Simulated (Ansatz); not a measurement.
Ba2Tl5V3O12:

```xyz
22
Lattice="4.2370 2.4462 6.1284 -4.2370 2.4462 6.1284 0.0000 -4.8924 6.1284" Properties=species:S:1:pos:R:3 pbc="T T T"
Ba    0.0000    0.0000    9.1926
Ba    0.0000    0.0000    0.0000
V     0.0000    2.4462    6.1284
V    -2.1185   -1.2231    6.1284
V     2.1185   -1.2231    6.1284
Tl    0.0000   -2.4462    3.0642
Tl    2.1185    1.2231    3.0642
Tl   -2.1185    1.2231    3.0642
Tl    0.0000    0.0000   13.6133
Tl    0.0000    0.0000    4.7719
O     2.6932   -0.0671    7.4143
O    -1.2885    2.3659    7.4143
O    -1.4047   -2.2988    7.4143
O    -1.4047    2.2988   10.9708
O     2.6932    0.0671   10.9708
O    -1.2884   -2.3659   10.9708
O    -2.6932    0.0671   10.9708
O     1.2884   -2.3659   10.9708
O     1.4047    2.2988   10.9708
O     1.4047   -2.2988    7.4143
O    -2.6932   -0.0671    7.4143
O     1.2885    2.3659    7.4143
```

The cell was built by a generator and needn't be a form met in nature.

Base run:

| Item | Value |
| --- | --- |
| Program | Ansatz 0.2.0 |
| Functional | PBEsol |
| Potentials or basis | all-electron LAPW, scalar-relativistic |
| Cutoff | 423 eV |
| Density cutoff | 1691 eV |
| Basis error allowed | 0.003 eV/atom |
| k mesh | 3 × 3 × 3 |
| Occupations | fermi-dirac, width 0.05 eV |
| Spin | collinear spin, ferromagnetic start |
| Starting moments | [0.0, 0.0, 2.0, 2.0, 2.0, 0.0, 0.0, 0.0, 0.0, 0.0, 0.0, 0.0, 0.0, 0.0, 0.0, 0.0, 0.0, 0.0, 0.0, 0.0, 0.0, 0.0] μB |

Its results: pressure -4.3 GPa; net moment 1.04 μB per cell; site moments Ba +0.00, -0.00; V +0.25; Tl +0.00, +0.01; O -0.01 μB; largest force 0.244 eV/Å.

Question: The run is repeated on the same cell with these changes: functional from PBEsol to BLYP. What comes out?

Answer: Pressure 4.0 GPa; net moment 1.13 μB per cell; site moments Ba +0.00, -0.00; V +0.28; Tl +0.00, +0.01; O -0.01 μB; largest force 0.233 eV/Å.

BLYP binds less tightly than PBEsol, so the same cell stands under more pressure.

Caveats: the k mesh is thin for a metal, which can move the energy by tens of meV per atom.

Not every run made on this cell is shown here.
